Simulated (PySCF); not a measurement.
**[Nd(NH2)4]−: shape, vibrations and bonding**

Aim: find the relaxed shape of [Nd(NH2)4]−, test it by its vibrations, and read charges and levels. The species was built from a template and needn't be a known compound.

The runs use PySCF 2.14.0; BP86, Nd lcecp-1-SVP with ECP49, N def2-SVP, H def2-SVP; scalar-relativistic core potentials, no spin–orbit coupling.

2 further runs of the same task are left out: 2 for a known fault of the program.

## 1. Where the work starts

13 atoms, charge -1, spin multiplicity 1.

Bond lengths: Nd1–N2 2.324 Å, Nd1–N5 2.324 Å, Nd1–N8 2.324 Å, Nd1–N11 2.324 Å, N2–H3 1.018 Å, N2–H4 1.018 Å, N5–H6 1.018 Å, N5–H7 1.018 Å, N8–H9 1.018 Å, N8–H10 1.018 Å, N11–H12 1.018 Å, N11–H13 1.018 Å. Angles: N2–Nd1–N5 109.5°, N2–Nd1–N8 109.5°, N2–Nd1–N11 109.5°, N5–Nd1–N8 109.5°, N5–Nd1–N11 109.5°, N8–Nd1–N11 109.5°, Nd1–N2–H3 125.4°, Nd1–N2–H4 125.4°, H3–N2–H4 109.2°, Nd1–N5–H6 125.4°, Nd1–N5–H7 125.4°, H6–N5–H7 109.2°, Nd1–N8–H9 125.4°, Nd1–N8–H10 125.4°, H9–N8–H10 109.2°, Nd1–N11–H12 125.4°, Nd1–N11–H13 125.4°, H12–N11–H13 109.2°.

As a file:

```
Nd    0.00000    0.00000    0.00000
N     1.34190    1.34190    1.34190
H     1.68250    1.09560    2.26940
H     1.68250    2.26940    1.09560
N    -1.34190   -1.34190    1.34190
H    -1.68250   -1.09560    2.26940
H    -1.68250   -2.26940    1.09560
N     1.34190   -1.34190   -1.34190
H     1.68250   -2.26940   -1.09560
H     1.68250   -1.09560   -2.26940
N    -1.34190    1.34190   -1.34190
H    -1.68250    2.26940   -1.09560
H    -1.68250    1.09560   -2.26940
```

Formal oxidation states: Nd +3. Each metal's 3 4f electrons lie in its core potential, so multiplicities, spins and levels count the valence alone.

## 2. SCF at the start, singlet

Contents of run.py (the lines that set the calculation):

```python
mol = gto.M(atom='''
Nd     0.00000     0.00000     0.00000
N      1.34190     1.34190     1.34190
H      1.68250     1.09560     2.26940
H      1.68250     2.26940     1.09560
N     -1.34190    -1.34190     1.34190
H     -1.68250    -1.09560     2.26940
H     -1.68250    -2.26940     1.09560
N      1.34190    -1.34190    -1.34190
H      1.68250    -2.26940    -1.09560
H      1.68250    -1.09560    -2.26940
N     -1.34190     1.34190    -1.34190
H     -1.68250     2.26940    -1.09560
H     -1.68250     1.09560    -2.26940''',
    basis={'Nd': 'lcecp-1-SVP', 'N': 'def2-SVP', 'H': 'def2-SVP'},
    ecp={'Nd': 'lcecp-1-SVP'},
    charge=-1, spin=0)
mf = dft.RKS(mol, xc='B88,P86')
mf.grids.atom_grid = (50, 194)  # f atoms: unpruned, at least (60, 302)
mf = mf.density_fit()  # fitting sets: Nd AutoAux, N def2-universal-JKFIT, H def2-universal-JKFIT
mf.conv_tol = 1e-08; mf.max_cycle = 55
mf.kernel(dm0)  # dm0: free metal ions and neutral atoms
```

Run with:

```
OMP_NUM_THREADS=2 python run.py
```

Log:

```text
init E= -263.87944358539
  HOMO = 0.0115591216538568  LUMO = 0.106220080557823  gap/eV = 2.57586
cycle= 1 E= -257.481832951888  delta_E=  6.4  |g|= 1.13  |ddm|= 3.89
  HOMO = -0.105992040625946  LUMO = 0.110495591914201  gap/eV = 5.89093
cycle= 2 E= -256.867486443147  delta_E= 0.614  |g|= 1.96  |ddm|= 2.54
  HOMO = 0.0336497616672795  LUMO = 0.128298142311962  gap/eV = 2.57551
cycle= 3 E= -257.760476331689  delta_E= -0.893  |g|= 0.228  |ddm|= 1.78
  HOMO = 0.0109891398791538  LUMO = 0.118000388604685  gap/eV = 2.91192
cycle= 4 E= -257.774492681509  delta_E= -0.014  |g|= 0.0668  |ddm|= 0.516
  HOMO = 0.0133723841389825  LUMO = 0.118702289311159  gap/eV = 2.86617
cycle= 5 E= -257.776099221972  delta_E= -0.00161  |g|= 0.004  |ddm|= 0.135
  HOMO = 0.0131165669452529  LUMO = 0.118459827802116  gap/eV = 2.86654
cycle= 6 E= -257.776102962564  delta_E= -3.74e-06  |g|= 0.00111  |ddm|= 0.00929
  HOMO = 0.013086385648664  LUMO = 0.118425897213967  gap/eV = 2.86643
cycle= 7 E= -257.776103357015  delta_E= -3.94e-07  |g|= 8.32e-05  |ddm|= 0.00177
  HOMO = 0.0130770098464571  LUMO = 0.118415640897197  gap/eV = 2.86641
cycle= 8 E= -257.776103360199  delta_E= -3.18e-09  |g|= 9.33e-06  |ddm|= 0.000175
  HOMO = 0.0130748093473615  LUMO = 0.118414614398667  gap/eV = 2.86644
Extra cycle  E= -257.776103360127  delta_E= 7.17e-11  |g|= 1.99e-05  |ddm|= 3.02e-05
converged SCF energy = -257.776103360127
```

Run time: 5.6 s. Hardware: 2 threads of Arm Neoverse V2, shared host; peak memory 0.81 GiB.

Read off: E = -257.776103 Eh, HOMO 0.36 eV, LUMO 3.22 eV, Mulliken charge on Nd1 +0.45 e. The highest filled level lies above zero; it isn't the detachment energy.

## 3. Relaxation, singlet

Steps are kept in the start's point group, D2d.

Changes to run.py (the lines that set the calculation) since step 2:

```diff
@@ -21,2 +21,3 @@
 mf.conv_tol = 1e-08; mf.max_cycle = 55
-mf.kernel(dm0)  # dm0: free metal ions and neutral atoms
+mf.kernel(dm0)  # dm0: an SCF of this state at this start
+# quasi-Newton relaxation in Cartesian coordinates to a largest gradient under 0.00045 Eh/bohr, steps kept in the point group
```

Run with:

```
OMP_NUM_THREADS=2 python run.py
```

No log is kept here; the results follow.

Wall time 97 s (2 threads of Arm Neoverse V2, shared host).

Along the way:

| step | energy from step 1 (eV) | largest force component (eV/Å) |
| --- | --- | --- |
| 1 | 0.0000 | 0.7016 |
| 2 | -0.1043 | 0.1966 |
| 3 | -0.1270 | 0.1601 |
| 4 | -0.1420 | 0.1541 |
| 5 | -0.1529 | 0.0493 |
| 6 | -0.1587 | 0.0549 |
| 7 | -0.1656 | 0.0917 |
| 8 | -0.1696 | 0.1022 |
| 9 | -0.1733 | 0.0774 |
| 10 | -0.1760 | 0.0282 |
| 11 | -0.1772 | 0.0131 |
| 12 | -0.1777 | 0.0113 |
| 13 | -0.1778 | 0.0069 |
| 14 | -0.1779 | 0.0022 |

Distances of close pairs at the start and the end, largest changes first:

```csv
bond,before (Å),after (Å),change (Å)
N2–H3,1.018,1.033,+0.015
N2–H4,1.018,1.033,+0.015
N5–H6,1.018,1.033,+0.015
N5–H7,1.018,1.033,+0.015
N8–H9,1.018,1.033,+0.015
N8–H10,1.018,1.033,+0.015
N11–H12,1.018,1.033,+0.015
N11–H13,1.018,1.033,+0.015
```

It ends in D2d at E = -257.782640 Eh.

```csv
atom,x (Å),y (Å),z (Å)
Nd1,0.0000,0.0000,0.0000
N2,1.1320,1.4465,1.4465
H3,1.5559,1.2010,2.3561
H4,1.5559,2.3561,1.2010
N5,-1.1320,-1.4465,1.4465
H6,-1.5559,-1.2010,2.3561
H7,-1.5559,-2.3561,1.2010
N8,1.1320,-1.4465,-1.4465
H9,1.5559,-2.3561,-1.2010
H10,1.5559,-1.2010,-2.3561
N11,-1.1320,1.4465,-1.4465
H12,-1.5559,2.3561,-1.2010
H13,-1.5559,1.2010,-2.3561
```

## 4. Harmonic vibrations

Contents of run.py (the lines that set the calculation):

```python
mol = gto.M(atom='''
Nd     0.00000     0.00000     0.00000
N      1.13203     1.44647     1.44647
H      1.55587     1.20101     2.35606
H      1.55587     2.35606     1.20101
N     -1.13203    -1.44647     1.44647
H     -1.55587    -1.20101     2.35606
H     -1.55587    -2.35606     1.20101
N      1.13203    -1.44647    -1.44647
H      1.55587    -2.35606    -1.20101
H      1.55587    -1.20101    -2.35606
N     -1.13203     1.44647    -1.44647
H     -1.55587     2.35606    -1.20101
H     -1.55587     1.20101    -2.35606''',
    basis={'Nd': 'lcecp-1-SVP', 'N': 'def2-SVP', 'H': 'def2-SVP'},
    ecp={'Nd': 'lcecp-1-SVP'},
    charge=-1, spin=0)
mf = dft.RKS(mol, xc='B88,P86')
mf.grids.atom_grid = (50, 194)  # f atoms: unpruned, at least (60, 302)
mf = mf.density_fit()  # fitting sets: Nd AutoAux, N def2-universal-JKFIT, H def2-universal-JKFIT
mf.conv_tol = 1e-10; mf.max_cycle = 55
mf.kernel(dm0)  # dm0: the density of the relaxed state
# Hessian and dipole derivatives by central differences of gradients, 0.02 bohr
```

Run with:

```
OMP_NUM_THREADS=2 python run.py
```

No log is kept here; the results follow.

Run time: 88 s. Hardware: 2 threads of Arm Neoverse V2, shared host.

Point group D2d; negative numbers are unstable modes, and those under 60 cm⁻¹ are near the numerical noise:

```csv
cm⁻¹,km/mol,symmetry
-145,0.0,a2
-37,22.5,e
-37,22.5,e
80,0.0,b1
86,0.1,b2
98,0.0,a1
102,1.8,e
102,1.8,e
226,0.0,b1
231,0.0,a2
286,91.2,e
286,91.2,e
308,83.2,e
308,83.2,e
321,0.0,b1
328,191.7,b2
332,0.0,a1
427,166.1,e
427,166.1,e
434,128.4,b2
453,0.0,a1
1460,14.7,b2
1460,0.5,e
1460,0.5,e
1465,0.0,a1
3354,27.5,e
3354,27.5,e
3355,24.3,b2
3356,0.0,a1
3439,0.0,a2
3440,20.9,e
3440,20.9,e
3440,0.0,b1
```

## 5. Displaced along the imaginary mode

Steps are kept in the start's point group, S4.

Contents of run.py (the lines that set the calculation):

```python
mol = gto.M(atom='''
Nd     0.00000     0.00000     0.00000
N      1.13203     1.44527     1.44768
H      1.77407     1.15391     2.24351
H      1.33767     2.46861     1.24811
N     -1.13203    -1.44768     1.44527
H     -1.33767    -1.24811     2.46861
H     -1.77407    -2.24351     1.15391
N      1.13203    -1.44527    -1.44768
H      1.33767    -2.46861    -1.24811
H      1.77407    -1.15391    -2.24351
N     -1.13203     1.44768    -1.44527
H     -1.77407     2.24351    -1.15391
H     -1.33767     1.24811    -2.46861''',
    basis={'Nd': 'lcecp-1-SVP', 'N': 'def2-SVP', 'H': 'def2-SVP'},
    ecp={'Nd': 'lcecp-1-SVP'},
    charge=-1, spin=0)
mf = dft.RKS(mol, xc='B88,P86')
mf.grids.atom_grid = (50, 194)  # f atoms: unpruned, at least (60, 302)
mf = mf.density_fit()  # fitting sets: Nd AutoAux, N def2-universal-JKFIT, H def2-universal-JKFIT
mf.conv_tol = 1e-08; mf.max_cycle = 55
mf.kernel(dm0)  # dm0: an SCF of this state at this start
# quasi-Newton relaxation in Cartesian coordinates to a largest gradient under 0.00045 Eh/bohr, steps kept in the point group
```

Run with:

```
OMP_NUM_THREADS=2 python run.py
```

The driver keeps no SCF log for this step, only its results.

Wall time 3.1 min (2 threads of Arm Neoverse V2, shared host).

Along the way:

```
step  energy from step 1 (eV)  largest force component (eV/Å)
   1                   0.0000                          1.0760
   2                  -0.1536                          0.0482
   3                  -0.1564                          0.0430
   4                  -0.1615                          0.0838
   5                  -0.1662                          0.2254
   6                  -0.1750                          0.1639
   7                  -0.1875                          0.1973
   8                  -0.1926                          0.2178
   9                  -0.2006                          0.1334
  10                  -0.2062                          0.1206
  11                  -0.2113                          0.1913
  12                  -0.2142                          0.1517
  13                  -0.2173                          0.0978
  14                  -0.2206                          0.0393
  15                  -0.2236                          0.1033
  16                  -0.2253                          0.0332
  17                  -0.2274                          0.0749
  18                  -0.2281                          0.0961
  19                  -0.2293                          0.1122
  20                  -0.2298                          0.1190
  21                  -0.2313                          0.0683
  22                  -0.2330                          0.0605
  23                  -0.2344                          0.0509
  24                  -0.2346                          0.0469
  25                  -0.2347                          0.0158
  26                  -0.2347                          0.0127
```

Distances of close pairs at the start and the end, largest changes first:

| bond | before (Å) | after (Å) | change (Å) |
| --- | --- | --- | --- |
| N5–H6 | 1.063 | 1.032 | -0.031 |
| N11–H13 | 1.063 | 1.032 | -0.031 |
| N2–H4 | 1.063 | 1.032 | -0.031 |
| N8–H9 | 1.063 | 1.032 | -0.031 |
| N2–H3 | 1.063 | 1.034 | -0.030 |
| N8–H10 | 1.063 | 1.034 | -0.030 |
| N5–H7 | 1.063 | 1.034 | -0.029 |
| N11–H12 | 1.063 | 1.034 | -0.029 |

It ends in S4 at E = -257.786004 Eh.

```xyz
13
H8N4Nd
Nd    0.0003    0.0000    0.0000
N     1.4010    1.3710    1.2578
H     2.2789    1.0208    1.6761
H     1.4050    2.3860    1.4440
N    -1.4008   -1.2579    1.3706
H    -1.4066   -1.4445    2.3854
H    -2.2777   -1.6769    1.0181
N     1.4010   -1.3710   -1.2578
H     1.4050   -2.3860   -1.4440
H     2.2789   -1.0208   -1.6761
N    -1.4008    1.2579   -1.3706
H    -2.2777    1.6769   -1.0181
H    -1.4066    1.4445   -2.3854
```

## 6. The relaxed geometry turned into its symmetry frame

Contents of run.py (the lines that set the calculation):

```python
mol = gto.M(atom='''
Nd     0.00007     0.00000     0.00000
N      1.40080     1.37102     1.25777
H      2.27868     1.02083     1.67610
H      1.40475     2.38597     1.44395
N     -1.40102    -1.25792     1.37059
H     -1.40686    -1.44448     2.38538
H     -2.27798    -1.67692     1.01814
N      1.40080    -1.37102    -1.25777
H      1.40475    -2.38597    -1.44395
H      2.27868    -1.02083    -1.67610
N     -1.40102     1.25792    -1.37059
H     -2.27798     1.67692    -1.01814
H     -1.40686     1.44448    -2.38538''',
    basis={'Nd': 'lcecp-1-SVP', 'N': 'def2-SVP', 'H': 'def2-SVP'},
    ecp={'Nd': 'lcecp-1-SVP'},
    charge=-1, spin=0)
mf = dft.RKS(mol, xc='B88,P86')
mf.grids.atom_grid = (50, 194)  # f atoms: unpruned, at least (60, 302)
mf = mf.density_fit()  # fitting sets: Nd AutoAux, N def2-universal-JKFIT, H def2-universal-JKFIT
mf.conv_tol = 1e-08; mf.max_cycle = 55
mf.kernel(dm0)  # dm0: free metal ions and neutral atoms
```

Run with:

```
OMP_NUM_THREADS=2 python run.py
```

Log:

```text
init E= -263.814852784452
  HOMO = 0.00486321932845511  LUMO = 0.105693384712173  gap/eV = 2.74373
cycle= 1 E= -257.425426321062  delta_E= 6.39  |g|= 1.24  |ddm|= 3.88
  HOMO = -0.125703579689722  LUMO = 0.107600623112901  gap/eV = 6.34853
cycle= 2 E= -256.666517896917  delta_E= 0.759  |g|= 2.17  |ddm|= 2.77
  HOMO = 0.0268933612252962  LUMO = 0.128593345341397  gap/eV = 2.76740
cycle= 3 E= -257.763145714465  delta_E= -1.1  |g|= 0.262  |ddm|= 1.92
  HOMO = 0.00191689310657818  LUMO = 0.116893734726194  gap/eV = 3.12868
cycle= 4 E= -257.783689670758  delta_E= -0.0205  |g|= 0.0793  |ddm|= 0.628
  HOMO = 0.00575025571497274  LUMO = 0.117970002447702  gap/eV = 3.05365
cycle= 5 E= -257.78599611974  delta_E= -0.00231  |g|= 0.00547  |ddm|= 0.157
  HOMO = 0.00531686008828456  LUMO = 0.117663923780363  gap/eV = 3.05712
cycle= 6 E= -257.786003112094  delta_E= -6.99e-06  |g|= 0.00154  |ddm|= 0.00977
  HOMO = 0.00530275530320736  LUMO = 0.11762145267647  gap/eV = 3.05635
cycle= 7 E= -257.786003781402  delta_E= -6.69e-07  |g|= 0.00044  |ddm|= 0.00217
  HOMO = 0.00526311994589295  LUMO = 0.117612192169823  gap/eV = 3.05717
cycle= 8 E= -257.786003786075  delta_E= -4.67e-09  |g|= 0.000425  |ddm|= 0.000786
  HOMO = 0.0052711470620999  LUMO = 0.117608952141037  gap/eV = 3.05687
cycle= 9 E= -257.786003829957  delta_E= -4.39e-08  |g|= 3.32e-05  |ddm|= 0.000407
  HOMO = 0.00526963443684185  LUMO = 0.11760800928916  gap/eV = 3.05688
cycle= 10 E= -257.786003830323  delta_E= -3.66e-10  |g|= 2.89e-06  |ddm|= 5.34e-05
  HOMO = 0.00526917008747331  LUMO = 0.117607770932569  gap/eV = 3.05689
Extra cycle  E= -257.786003830314  delta_E= 8.87e-12  |g|= 6.29e-06  |ddm|= 9.9e-06
converged SCF energy = -257.786003830314
```

It took 5 s on 2 threads of Arm Neoverse V2, shared host.

Read off: E = -257.786004 Eh, HOMO 0.14 eV, LUMO 3.20 eV, Mulliken charge on Nd1 +0.40 e. The highest filled level lies above zero; it isn't the detachment energy.

## 7. Harmonic vibrations

Changes to run.py (the lines that set the calculation) since step 6:

```diff
@@ -20,3 +20,4 @@
 mf = mf.density_fit()  # fitting sets: Nd AutoAux, N def2-universal-JKFIT, H def2-universal-JKFIT
-mf.conv_tol = 1e-08; mf.max_cycle = 55
-mf.kernel(dm0)  # dm0: free metal ions and neutral atoms
+mf.conv_tol = 1e-10; mf.max_cycle = 55
+mf.kernel(dm0)  # dm0: the density of the relaxed state
+# Hessian and dipole derivatives by central differences of gradients, 0.02 bohr
```

Run with:

```
OMP_NUM_THREADS=2 python run.py
```

The driver keeps no SCF log for this step, only its results.

Run time: 4.4 min. Hardware: 2 threads of Arm Neoverse V2, shared host.

Point group S4; negative numbers are unstable modes, and those under 60 cm⁻¹ are near the numerical noise:

| cm⁻¹ | km/mol |
| --- | --- |
| 78 | 0.6 |
| 80 | 3.1 |
| 81 | 2.9 |
| 87 | 0.0 |
| 109 | 2.3 |
| 161 | 19.8 |
| 166 | 18.0 |
| 248 | 0.0 |
| 268 | 6.4 |
| 274 | 21.9 |
| 275 | 25.2 |
| 285 | 0.0 |
| 301 | 133.6 |
| 302 | 129.7 |
| 306 | 59.2 |
| 334 | 54.5 |
| 345 | 0.4 |
| 435 | 178.5 |
| 438 | 180.0 |
| 438 | 180.2 |
| 457 | 0.0 |
| 1459 | 0.9 |
| 1459 | 0.9 |
| 1459 | 6.4 |
| 1460 | 0.0 |
| 3354 | 17.9 |
| 3355 | 39.9 |
| 3355 | 18.3 |
| 3357 | 7.7 |
| 3444 | 12.5 |
| 3444 | 3.1 |
| 3445 | 12.1 |
| 3445 | 3.3 |

## 8. Properties on a finer grid

Contents of run.py (the lines that set the calculation):

```python
mol = gto.M(atom='''
Nd     0.00031     0.00000     0.00000
N      1.40104     1.37102     1.25777
H      2.27892     1.02083     1.67610
H      1.40500     2.38597     1.44395
N     -1.40078    -1.25792     1.37059
H     -1.40661    -1.44448     2.38538
H     -2.27773    -1.67692     1.01814
N      1.40104    -1.37102    -1.25777
H      1.40500    -2.38597    -1.44395
H      2.27892    -1.02083    -1.67610
N     -1.40078     1.25792    -1.37059
H     -2.27773     1.67692    -1.01814
H     -1.40661     1.44448    -2.38538''',
    basis={'Nd': 'lcecp-1-SVP', 'N': 'def2-SVP', 'H': 'def2-SVP'},
    ecp={'Nd': 'lcecp-1-SVP'},
    charge=-1, spin=0)
mf = dft.RKS(mol, xc='B88,P86')
mf.grids.atom_grid = (75, 302)  # f atoms: unpruned, at least (60, 302)
mf = mf.density_fit()  # fitting sets: Nd AutoAux, N def2-universal-JKFIT, H def2-universal-JKFIT
mf.conv_tol = 1e-09; mf.max_cycle = 55
mf.kernel(dm0)  # dm0: the density of the relaxed state
```

Run with:

```
OMP_NUM_THREADS=2 python run.py
```

Log:

```text
init E= -257.786014783541
  HOMO = 0.00526780138807152  LUMO = 0.117607826568481  gap/eV = 3.05693
cycle= 1 E= -257.786014786309  delta_E= -2.77e-09  |g|= 1.99e-05  |ddm|= 0.000319
  HOMO = 0.00526408326579712  LUMO = 0.117607109185919  gap/eV = 3.05701
cycle= 2 E= -257.786014786021  delta_E= 2.87e-10  |g|= 3.99e-05  |ddm|= 6.14e-05
  HOMO = 0.00526650032170457  LUMO = 0.117607107091938  gap/eV = 3.05694
cycle= 3 E= -257.786014786402  delta_E= -3.81e-10  |g|= 6.22e-06  |ddm|= 4.15e-05
  HOMO = 0.00526566749338566  LUMO = 0.11760719822929  gap/eV = 3.05697
Extra cycle  E= -257.786014786364  delta_E= 3.83e-11  |g|= 1.39e-05  |ddm|= 1.91e-05
converged SCF energy = -257.786014786364
```

It took 27 s on 2 threads of Arm Neoverse V2, shared host.

Read off: E = -257.786015 Eh, HOMO 0.14 eV, LUMO 3.20 eV, Mulliken charge on Nd1 +0.40 e, largest force component 0.012 eV/Å. The highest filled level lies above zero; it isn't the detachment energy.

Löwdin charges:

Nd1 0.03; N2 -0.33; H3 0.04; H4 0.03; N5 -0.33; H6 0.03; H7 0.04; N8 -0.33; H9 0.03; H10 0.04; N11 -0.33; H12 0.04; H13 0.03

Mulliken charges: Nd1 +0.40, N2 -0.47, H3 +0.06, H4 +0.06, N5 -0.47, H6 +0.06, H7 +0.06, N8 -0.47, H9 +0.06, H10 +0.06, N11 -0.47, H12 +0.06, H13 +0.06 e.

Contacts (the nearest donor of each ligand) and Mayer bond orders:

| contact | distance (Å) | bond order |
| --- | --- | --- |
| Nd1–N2 (NH2) | 2.329 | 1.05 |
| Nd1–N5 (NH2) | 2.329 | 1.05 |
| Nd1–N8 (NH2) | 2.329 | 1.05 |
| Nd1–N11 (NH2) | 2.329 | 1.05 |

Mulliken populations of Nd1 outside the core potential: s 2.29, p 6.47, d 1.78, f 0.06.

The fields below are evaluated on a grid from the run's orbitals.

Frontier orbitals at BP86, with the share of their density that lies nearest to each atom:

| orbital | energy (eV) | lies on |
| --- | --- | --- |
| HOMO-1 | 0.14 | N2, N8 about 37 % each |
| HOMO | 0.14 | N5, N11 about 37 % each |
| LUMO | 3.20 | 8 H atoms about 10 % each |

ELF in a plane through or near 3 of the atoms.

Values, 10 rows by 14 columns:
```
0.00 0.00 0.00 0.00 0.00 0.00 0.00 0.00 0.00 0.00 0.00 0.00 0.00 0.00
0.00 0.00 0.00 0.00 0.00 0.00 0.00 0.00 0.00 0.00 0.00 0.00 0.00 0.00
0.00 0.00 0.00 0.04 0.02 0.05 0.07 0.02 0.00 0.00 0.00 0.00 0.00 0.00
0.00 0.00 0.64 0.96 0.85 0.74 0.85 0.29 0.04 0.08 0.04 0.00 0.00 0.00
0.00 0.00 0.36 0.83 0.79 0.42 0.76 0.09 0.02 0.04 0.03 0.00 0.00 0.00
0.00 0.00 0.01 0.36 0.82 0.71 0.08 0.06 0.11 0.10 0.20 0.09 0.00 0.00
0.00 0.00 0.00 0.04 0.15 0.06 0.06 0.65 0.90 0.80 0.99 0.91 0.12 0.00
0.00 0.00 0.00 0.00 0.01 0.01 0.04 0.21 0.74 0.71 0.15 0.09 0.01 0.00
0.00 0.00 0.00 0.00 0.00 0.00 0.00 0.03 0.60 0.73 0.14 0.00 0.00 0.00
0.00 0.00 0.00 0.00 0.00 0.00 0.00 0.00 0.00 0.00 0.00 0.00 0.00 0.00
```
The map spans 9.8 Å across and 10.5 Å up, centred on the molecule. Atoms in the plane (x, y in Å): H3 (2.3, -1.4), N5 (-1.4, 0.9), H7 (-2.3, 1.4).

log10 of the density (e/Å³) in the same plane.

Ten even steps from '0' (-4.0) to '9' (0.8):
```
0000000000000000000000000000
0000000000000000000000000000
0000000000000000000000000000
0000000011111111110000000000
0000122233333222221110000000
0001334555554433332221000000
0012456777776544433322100000
0013467889987655444332210000
0012457789997655444332210000
0012345678887666544433221000
0001234566666666655554331100
0000223445555566777776542100
0000122334445567888887543200
0000012223334567888876542100
0000001122233456777765432100
0000000011122345666644220000
0000000000001123444432100000
0000000000000012333221000000
0000000000000000111000000000
0000000000000000000000000000
```
The map spans 9.8 Å across and 10.5 Å up, centred on the molecule. Atoms in the plane (x, y in Å): H3 (2.3, -1.4), N5 (-1.4, 0.9), H7 (-2.3, 1.4).

On the surface of density 0.002 e/bohr³ the electrostatic potential runs, from the 1st to the 99th percentile, from -5.43 V near N2 to -2.89 V near H6.

## 9. Outcome

| quantity | value |
| --- | --- |
| state and point group | singlet in the valence, S4 |
| first geometry: modes | -145 to 3440 cm⁻¹, 3 unstable |
| first geometry: strongest infrared band (modes within 1.5 cm⁻¹ summed) | 427 cm⁻¹ (332 km/mol) |
| modes | 78 to 3445 cm⁻¹, none unstable |
| strongest infrared band (modes within 1.5 cm⁻¹ summed) | 438 cm⁻¹ (360 km/mol) |
| zero-point energy | 2.387 eV |
| ideal gas, 298 K, 1 bar | S = 473.1, Cp = 185.0 J/(mol K) |
| metal–ligand contacts | 2.33 Å |
| frontier levels | HOMO 0.14 eV, LUMO 3.20 eV |
| dipole about the centre of mass | 0.00 D |
| mean polarisability | 13.5 Å³ |

What this shows: At the first geometry 3 modes are unstable, so this structure is a saddle point; the molecule was then pushed along the lowest one and relaxed again. All modes are real, so the structure is a minimum. The metal carries +0.03 e by Löwdin's partition against a formal +3, and bond orders to the nearest donors reach 1.05. Both measures hang on the basis. Leaving the first, D2d structure gained 0.09 eV and gave S4. One start shape was tried, so another isomer may lie lower. These are double-zeta-type bases without diffuse functions. Spin–orbit coupling is left out.
